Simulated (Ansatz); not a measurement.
# GdCoSi3: the cost of one run

Computed with Ansatz 0.2.0 (DFT PBEsol, scalar-relativistic, plane waves, PAW, unless a step's input says otherwise).

1 further run of the same task is left out (it didn't finish). Runs told in other sessions of the task aren't counted.

## (1) The system as given

The structure is tetragonal, space group I4mm (No. 107). The conventional cell has a = 4.085 Å, b = 4.085 Å, c = 9.668 Å, α = 90.00°, β = 90.00°, γ = 90.00°. Around Co (site symmetry 4mm) lie 5 Si at 2.24 to 2.26 Å. Gd (site symmetry 4mm) has 12 Si at 2.97 to 3.23 Å and 5 Co at 3.27 to 3.30 Å in its first shell of neighbours. Si (site symmetry 4mm) has 1 Co at 2.24 Å and 4 Si at 2.61 Å and 4 Gd at 2.97 Å in its first shell of neighbours. Si (site symmetry 2mm) is surrounded by 2 Co at 2.26 Å and 2 Si at 2.61 Å and 4 Gd at 3.10 to 3.23 Å.

As a file:

```
Co Gd Si
1.0
    -2.04261    2.04261    4.83421
     2.04261   -2.04261    4.83421
     2.04261    2.04261   -4.83421
Co Gd Si
1 1 3
Direct
  0.66118 0.66118 0.00000
  0.00244 0.00244 0.00000
  0.42978 0.42978 0.00000
  0.26180 0.76180 0.50000
  0.76180 0.26180 0.50000
```

The moments start at Co 1.50; Gd 7.00 μB.

## (2) At the starting volume (PBEsol, 6×6×6 mesh)

File input.yaml:

```yaml
crystal:
  lattice:
    - [-2.04261286, 2.04261286, 4.83420587]
    - [2.04261286, -2.04261286, 4.83420587]
    - [2.04261286, 2.04261286, -4.83420587]
  atoms:
    - { symbol: Co, position: [0.661177, 0.661177, 0.0], spin: 1.5 }
    - { symbol: Gd, position: [0.002441, 0.002441, 0.0], spin: 7.0 }
    - { symbol: Si, position: [0.429784, 0.429784, 0.0] }
    - { symbol: Si, position: [0.261799, 0.761799, 0.5] }
    - { symbol: Si, position: [0.761799, 0.261799, 0.5] }
basis:
  ecutwfc: 420
kpoints:
  mp_grid: { grid: [6, 6, 6] }
hamiltonian:
  xc: pbesol
scf:
  occupations: { method: gaussian, width: 0.1 }
  lower_state_search: "off"
output:
  forces: true
  stress: true
  eigenvalues: true
  populations: true
  hubbard: { sites: [{ species: Gd, l: f }] }
magnetization:
  spin_polarized: true
```

Launch:

```sh
$ ansatz run input.yaml --threads 8 --pin off --max-ram 14336MiB --backend cpu --events-out ev --progress --plain --runs-dir out
```

What time and memory should one allow on 8 threads of Arm Neoverse V2, shared host?

About 6.3 s, with a peak of 0.55 GiB.
